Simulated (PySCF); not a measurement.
# MoBr2: structure of the singlet

The task is one start of a wider search on MoBr2: the singlet, from a bent start. It is relaxed, tested by its Hessian and followed downhill if it is a saddle.

Computed with PySCF 2.14.0. Level: B3LYP, basis Mo def2-TZVP with ECP28, Br def2-TZVP, scalar-relativistic core potentials, no spin–orbit coupling, density fitting.

**1. The starting structure**

3 atoms, charge 0, spin multiplicity 1.

Bond lengths: Mo1–Br2 2.520 Å, Mo1–Br3 2.520 Å. Angles: Br2–Mo1–Br3 110.0°.

Coordinates in bohr (charge 0 multiplicity 1):
```
Mo    0.0000    0.0000    0.0000
Br    3.9010    0.0000    2.7314
Br   -3.9010    0.0000    2.7314
```

**2. The SCF at the typed geometry**

One driver script runs all steps and calls PySCF; scf.py shows how it sets up the SCF of each step. The optimiser is the driver's own. After this first run the driver tries any further starts and a stability analysis.

scf.py reads:

```python
from pyscf import gto, scf, dft
mol = gto.M(atom='''
Mo     0.000000     0.000000     0.000000
Br     2.064300     0.000000     1.445400
Br    -2.064300     0.000000     1.445400''',
    basis={'Mo': 'def2-TZVP', 'Br': 'def2-TZVP'},
    ecp={'Mo': 'def2-TZVP'},
    charge=0, spin=0)
mf = dft.RKS(mol, xc='B3LYP')
mf.grids.atom_grid = (50, 194)
aux = {'Mo': 'def2-universal-JKFIT', 'Br': 'def2-universal-JKFIT'}
mf = mf.density_fit(auxbasis=aux)
mf.conv_tol = 1e-08
mf.diis_space = 10
mf.max_cycle = 60
mf.init_guess = 'minao'
mf.verbose = 4
mf.kernel()
```

On the command line:

```console
$ OMP_NUM_THREADS=4 python axn.py task.json out
```

Output, shortened:

```text
[... the frontier levels of the middle cycles are left out ...]
init E= -5208.09378346214
  HOMO = -0.418666065838892  LUMO = -0.40950183974236  gap/eV = 0.24937
cycle= 1 E= -5216.24869143693  delta_E= -8.15  |g|= 1.12  |ddm|= 3.83
  HOMO = 0.0295415413528055  LUMO = 0.0403546964824027  gap/eV = 0.29424
cycle= 2 E= -5213.15584939407  delta_E= 3.09  |g|= 2.49  |ddm|= 5.69
  HOMO = -0.289728963253143  LUMO = -0.255385407480043  gap/eV = 0.93454
cycle= 3 E= -5216.02006352783  delta_E= -2.86  |g|= 1.39  |ddm|= 5.77
cycle= 4 E= -5216.06726388994  delta_E= -0.0472  |g|= 1.32  |ddm|= 0.0433
cycle= 5 E= -5216.49107968405  delta_E= -0.424  |g|= 0.378  |ddm|= 0.756
cycle= 6 E= -5216.53669868029  delta_E= -0.0456  |g|= 0.0714  |ddm|= 0.455
cycle= 7 E= -5216.55393667266  delta_E= -0.0172  |g|= 0.0856  |ddm|= 0.504
cycle= 8 E= -5216.55804878173  delta_E= -0.00411  |g|= 0.0837  |ddm|= 0.13
cycle= 9 E= -5216.56559865566  delta_E= -0.00755  |g|= 0.0697  |ddm|= 0.319
cycle= 10 E= -5216.56837451125  delta_E= -0.00278  |g|= 0.0327  |ddm|= 0.205
cycle= 11 E= -5216.56863433537  delta_E= -0.00026  |g|= 0.0195  |ddm|= 0.145
cycle= 12 E= -5216.56878197486  delta_E= -0.000148  |g|= 0.00788  |ddm|= 0.0333
cycle= 13 E= -5216.56880617877  delta_E= -2.42e-05  |g|= 0.00145  |ddm|= 0.021
cycle= 14 E= -5216.56880671959  delta_E= -5.41e-07  |g|= 0.000407  |ddm|= 0.00226
cycle= 15 E= -5216.56880675933  delta_E= -3.97e-08  |g|= 0.000159  |ddm|= 0.000342
cycle= 16 E= -5216.56880676771  delta_E= -8.38e-09  |g|= 4.87e-05  |ddm|= 0.000551
  HOMO = -0.224186016269361  LUMO = -0.145995324356  gap/eV = 2.12768
Extra cycle  E= -5216.56880676842  delta_E= -7.08e-10  |g|= 2.41e-05  |ddm|= 9.12e-05
converged SCF energy = -5216.56880676842
```

This step, with its further starts and checks, took 41 s on 4 threads of Arm Neoverse V1, shared host.

The starts that the driver tried:

| start | energy (Eh) |
| --- | --- |
| the minimal-basis guess | -5216.568807 |
| a thermally smeared density | -5216.568807 |
| a smeared PBE density | -5216.567469 |

No lower closed-shell solution turned up from the other starts or in the test of internal stability.

**3. Bent start, singlet: relaxation**

The program finds C2v symmetry in the start, which this walk keeps. Threshold on the gradient: 0.0003 Eh/bohr, with a further test on the energy change.

Edit scf.py of step 2 so:

```diff
@@ -3,3 +3,3 @@
-Mo     0.000000     0.000000     0.000000
-Br     2.064300     0.000000     1.445400
-Br    -2.064300     0.000000     1.445400''',
+Mo     0.000000     0.000000    -0.892059
+Br     2.064300     0.000000     0.553341
+Br    -2.064300     0.000000     0.553341''',
@@ -16 +15,0 @@
-mf.init_guess = 'minao'
```

Energy and gradient, step by step:

| step | energy (Eh) | change (kJ/mol) | largest symmetric gradient (Eh/bohr) |
| --- | --- | --- | --- |
| 0 | -5216.568807 | 0.00 | 0.04187 |
| 1 | -5216.578468 | -25.37 | 0.02385 |
| 2 | -5216.582784 | -36.70 | 0.00775 |
| 3 | -5216.583950 | -39.76 | 0.00379 |
| 4 | -5216.585074 | -42.71 | 0.00505 |
| 5 | -5216.585252 | -43.18 | 0.00184 |
| 6 | -5216.585302 | -43.31 | 0.00038 |
| 7 | -5216.585308 | -43.32 | 0.00005 |

The walk took 56 s.

It settles in C2v symmetry, 43.3 kJ/mol below the start, after 7 steps: Mo–Br 2.366 Å (×2); Br–Mo–Br 141.6°.

**4. Frequencies**

On the finer grid the gradient is checked again; gradients at displacements of ±0.02 bohr then give force constants and infrared intensities.

Edit scf.py of step 3 so:

```diff
@@ -3,3 +3,3 @@
-Mo     0.000000     0.000000    -0.892059
-Br     2.064300     0.000000     0.553341
-Br    -2.064300     0.000000     0.553341''',
+Mo     0.000000     0.000000    -0.470164
+Br     2.240928     0.000000     0.292887
+Br    -2.240928     0.000000     0.292887''',
@@ -10 +10 @@
-mf.grids.atom_grid = (50, 194)
+mf.grids.atom_grid = (75, 302)
@@ -13 +13 @@
-mf.conv_tol = 1e-08
+mf.conv_tol = 1e-10
```

This SCF starts from the last density.

SCF at the final geometry:

```text
init E= -5216.5851003956
  HOMO = -0.221678848416343  LUMO = -0.146612086680002  gap/eV = 2.04267
cycle= 1 E= -5216.58510039553  delta_E= 6.37e-11  |g|= 1.62e-05  |ddm|= 1.91e-05
  HOMO = -0.221683993464933  LUMO = -0.14661879683118  gap/eV = 2.04263
cycle= 2 E= -5216.58510039495  delta_E= 5.84e-10  |g|= 4.8e-05  |ddm|= 5.57e-05
  HOMO = -0.221680237828992  LUMO = -0.146613869920059  gap/eV = 2.04266
cycle= 3 E= -5216.5851003956  delta_E= -6.5e-10  |g|= 7.77e-07  |ddm|= 4.14e-05
  HOMO = -0.221680189386679  LUMO = -0.146613816640029  gap/eV = 2.04266
cycle= 4 E= -5216.58510039561  delta_E= -8.19e-12  |g|= 7.86e-08  |ddm|= 5.86e-07
  HOMO = -0.22168019022266  LUMO = -0.146613816995469  gap/eV = 2.04266
Extra cycle  E= -5216.58510039559  delta_E= 1.46e-11  |g|= 5.78e-08  |ddm|= 2.78e-07
converged SCF energy = -5216.58510039559
```

The whole step took 1.8 min.

Geometry: C2v; Mo–Br 2.367 Å (×2); Br–Mo–Br 142.4°.

Modes, for the most abundant isotopes:

| symmetry | ω (cm⁻¹) | IR (km/mol) | type |
| --- | --- | --- | --- |
| a1 | 47 | 0.8 | bend |
| a1 | 247 | 5.9 | stretch |
| b2 | 330 | 68.9 | stretch |

Every mode is real; the point is a minimum.

Constants and moments:

- Dipole moment: 0.72 D
- Highest occupied level: -6.03 eV
- Lowest empty level: -3.99 eV
- Rotational constants: 0.4792, 0.02127, 0.02036 cm⁻¹
- Zero-point energy: 3.7 kJ/mol
- Principal polarisabilities: 69.7, 77.6, 128.2 bohr³
- Atomisation energy without zero-point energy: 472 kJ/mol
- Principal traceless quadrupole moments about the centre of mass: -0.84, -0.40, 1.24 D Å
- Entropy at 298.15 K and 1 bar: 324.5 J/(mol K)
- Heat capacity Cp at 298.15 K: 55.7 J/(mol K)
- Enthalpy at 298.15 K above 0 K: 14.42 kJ/mol
- Rotational symmetry number: 2

Charges (e) and bond orders:

```json
{"atom": "Mo1", "Mulliken": "0.63", "Löwdin": "-0.24", "polar tensor": "0.91", "Mayer order to Mo1": "–"}
{"atom": "Br2,3", "Mulliken": "-0.32", "Löwdin": "0.12", "polar tensor": "-0.46", "Mayer order to Mo1": "1.26"}
```

Mulliken populations on Mo1 (outside its core potential): s 2.87, p 6.17, d 4.32, f 0.01.

**5. Stability of the closed shell**

At the lowest minimum the closed shell is tested against spin polarisation, on the (50, 194) grid. It is unstable: an open-shell solution lies lower. That solution was not followed to a minimum here.

**6. Summary of results**

```
                            quantity                                                            value
                             minimum  singlet, C2v (closed shell, unstable towards spin polarisation)
                            geometry                              Mo–Br 2.367 Å (×2); Br–Mo–Br 142.4°
                  wavenumbers (cm⁻¹)                                      47 (a1), 247 (a1), 330 (b2)
                       dipole moment                                                           0.72 D
highest occupied, lowest empty level                                                  -6.03, -3.99 eV
          polar-tensor charge of Mo1                                                          +0.91 e
                   zero-point energy                                                       3.7 kJ/mol
```

What this shows: The bent start keeps its C2v symmetry and ends in a minimum. In the infrared the band at 330 cm⁻¹ (b2, stretch) leads. Other starts or spin states, not run here, may lie lower. Spin polarisation would lower this closed shell, so its numbers describe a constrained state.

The search up to here took 3.6 min on 4 threads of Arm Neoverse V1, shared host.
